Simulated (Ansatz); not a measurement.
## AgAs under changes of volume

One of the cells (19.111 Å³/atom); the others are scaled copies at fixed shape and fractional positions:

```
CELL_PARAMETERS angstrom
4.99138 0.00000 0.00000
0.00000 2.96079 0.00000
0.00000 0.00000 5.17270
ATOMIC_POSITIONS crystal
Ag 0.75000 0.00000 0.16477
Ag 0.25000 0.00000 0.83523
As 0.25000 0.50000 0.33436
As 0.75000 0.50000 0.66565
```

The cell comes from a database or a generator and needn't be the stable form of this composition.

- Program: Ansatz 0.2.0
- Functional: PBE
- Potentials or basis: Ansatz PAW
- Cutoff: 420 eV (not typed: the program's choice for these potentials)
- k mesh: 6 × 9 × 5
- Occupations: fermi-dirac, width 0.05 eV
- Spin: no spin polarisation

```tsv
volume (Å³/atom)	energy over the lowest point (meV/atom)	pressure (GPa)	largest force (eV/Å)
17.964	13.07	4.9	0.065
18.347	4.11	2.7	0.074
18.729	0.00	0.8	0.084
19.111	0.20	-0.9	0.095
19.493	?	?	?
19.876	11.58	-3.7	0.117
20.258	21.92	-4.9	0.128
```

Q: What does the run at 19.493 Å³/atom give?

A: Energy over the lowest point 4.20 meV/atom; pressure -2.4 GPa; largest force 0.106 eV/Å.

Worked out: A Birch-Murnaghan fit of order 3 (a polynomial in V^(-2/3)) to the other rows has its minimum at 18.90 Å³/atom with B0 = V·E''(V) = 84 GPa and B' = 5.0 at fixed shape and positions, which overstates the stiffness. It gives 4.19 meV/atom at 19.493 Å³/atom, against the run's 4.20, and -dE/dV = -2.4 GPa, against -2.4.

Energies are extrapolated to zero smearing.
